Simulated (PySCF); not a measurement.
# C5H9FO2Si: the cost of one run

Programs: PySCF 2.14.0, with routines of our own; each step states its level. All values are computed. Atoms count from 0.

## 1. The system as given

18 atoms, charge 0, multiplicity 1; geometry from: GFN2-xTB.

## 2. Magnetic properties: GIAO B3LYP/pcSseg-1

Job settings and geometry (Å):

```
{"job": {"kind": "mag", "xc": "B3LYP", "basis": "pcSseg-1", "isotopologues": 0}, "charge": 0, "multiplicity": 1}
F     -3.265591     0.871101    -0.529233
C     -1.982711     0.436778    -0.693592
C     -1.591224    -0.856403    -0.059201
C     -1.082417     0.446454     0.498127
C      0.374333     0.842417     0.342978
C      1.288465     0.010261     1.286421
O      2.061926    -0.855126     0.511197
Si     1.966284    -0.525710    -1.089143
O      0.819449     0.638956    -0.967176
H     -1.605677     0.718893    -1.667257
H     -0.906521    -1.490361    -0.599499
H     -2.342657    -1.383150     0.508425
H     -1.517349     0.782404     1.431200
H      0.475932     1.912938     0.565366
H      0.690012    -0.583936     1.982259
H      1.953582     0.665557     1.857263
H      1.467509    -1.697775    -1.789952
H      3.187896     0.073020    -1.599842
```

With the program's defaults for keys left out, this is: GIAO B3LYP/pcSseg-1 magnetisability, rotational g tensor and spin-rotation constants, non-relativistic, gas phase.

Command:

```console
$ OMP_NUM_THREADS=1 python excited_run.py task.json out
```

The driver reads the jobs from task.json and runs them one after another.

**Question.** How long does this first job take on 1 thread of Arm Neoverse V2, shared host, and how much memory does it need?

About 34 s, with a peak of 0.98 GiB.
